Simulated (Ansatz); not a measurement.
# GaH4+ (triplet): wave-function methods side by side at distance Ga1–H4 = 3.022 Å, cc-pVDZ

Aim: climb from Hartree-Fock through coupled cluster and multireference methods for GaH4+ (triplet) at one geometry and basis, and see what each rung misses.

Program: Ansatz 0.2.0, Gaussian basis. Level of theory: cc-pVDZ, core rule «outside noble gas», up to 14 orbitals frozen. These are calculated values, not measurements.

The runs, in order: UHF; CCSD(T) on ROHF; CCSD(T) on UHF; BCCD(T) on ROHF; CISD as a restricted active space (open shells left free, so some higher excitations enter); CCSDT(Q) on ROHF; CCSDT(Q) on UHF; CASSCF and MRCISD+Q, 4 electrons in 4 orbitals; CASSCF and NEVPT2, 4 electrons in 4 orbitals; Full CI.

29 further runs of the same task are left out: 10 for a known fault of the program, 12 that didn't finish, 7 set aside as unsound or not needed. Runs told in other sessions of the task aren't counted.

## 1. The system

The geometry derives from a PBE0/def2-TZVP stationary point (not a proven minimum). One bond is set to the value named and the two fragments are kept rigid. No spin-orbit coupling is included. The filled d shell of Ga may be among the frozen orbitals whatever the setting's name suggests.

5 atoms, charge 1, spin multiplicity 3.

Atoms are counted from 1 here; the program's logs count them from 0.

Bond lengths: Ga1–H2 1.643 Å, Ga1–H3 1.643 Å, Ga1–H5 1.643 Å. Angles: H2–Ga1–H3 69.0°, H2–Ga1–H5 132.8°, H3–Ga1–H5 132.8°.

Coordinates:

```xyz
5
charge 1, multiplicity 3
Ga    0.00750   -0.00748    0.01558
H     0.66001    0.65662    1.36945
H    -0.65501   -0.66158    1.36946
H    -1.19550    1.19259   -2.48343
H     0.67160   -0.66999   -1.33342
```

## 2. UHF

in.yaml reads:

```yaml
crystal:
  periodic: [false, false, false]
  atoms:
    - {symbol: Ga, position_ang: [0.007502, -0.007483, 0.015583]}
    - {symbol: H, position_ang: [0.660006, 0.656622, 1.369452]}
    - {symbol: H, position_ang: [-0.655013, -0.661577, 1.369464]}
    - {symbol: H, position_ang: [-1.195500, 1.192593, -2.483434]}
    - {symbol: H, position_ang: [0.671597, -0.669989, -1.333424]}
basis:
  gaussian: {orbitals: cc-pVDZ}
total_charge: 1
magnetization: {spin_polarized: true, initial_magnetization: 2}
hamiltonian: {xc: hf}
output: {orbitals: {seedname: orbitals}}
```

The run is started by

```console
> ansatz run in.yaml --threads 1 --pin off --events-out ev --progress --plain --max-ram 2393MiB
```

Further steps of the session: CCSD(T) on ROHF; CCSD(T) on UHF; BCCD(T) on ROHF; CISD as a restricted active space (open shells left free, so some higher excitations enter); CCSDT(Q) on ROHF; CCSDT(Q) on UHF; CASSCF and MRCISD+Q, 4 electrons in 4 orbitals; CASSCF and NEVPT2, 4 electrons in 4 orbitals; Full CI.

Q: Predict the results of all the runs planned. Wanted: FCI from the RHF energy; RMP2 from FCI; UMP2 from FCI; RCCSD from FCI; RCCSD(T) from FCI; UCCSD(T) from FCI; RCCSDT(Q) from FCI; UCCSDT(Q) from FCI; NEVPT2 pair from FCI.

The runs gave:

| quantity | value |
| --- | --- |
| FCI from the ROHF energy | -2.4584 eV |
| RMP2 from FCI | +661.6 meV |
| UMP2 from FCI | +668.4 meV |
| RCCSD from FCI | +58.9 meV |
| RCCSD(T) from FCI | +18.1 meV |
| UCCSD(T) from FCI | +15.9 meV |
| RCCSDT(Q) from FCI | +0.7 meV |
| UCCSDT(Q) from FCI | -1.5 meV |
| NEVPT2 pair from FCI | +598.0 meV |
| MRCISD+Q pair from FCI | -17.1 meV |
| levels within 1 kcal/mol (43 meV) | RCCSD(T), UCCSD(T), BCCD(T), RCCSDT, UCCSDT, RCCSDT(Q), UCCSDT(Q), MRCISD+Q pair |
| T1 diagnostic | 0.026 |
| effectively unpaired electrons | 2.04 |

In words: RCCSD(T) misses by +18.1 meV, 0.7 % of the correlation energy. MRCISD+Q pair falls below full CI: the +Q correction isn't variational, and the cores differ from full CI's. One determinant dominates. Of the multireference levels listed MRCISD+Q pair comes nearest in total energy (-17.1 meV), which doesn't show that its space is the better one. These misses are within one basis, not against nature; the frozen cores of restricted and unrestricted runs differ, which can shift their rows.

Levels on UHF freeze UHF's core orbitals, full CI those of ROHF, so the U rows can settle a little off it for that reason alone.
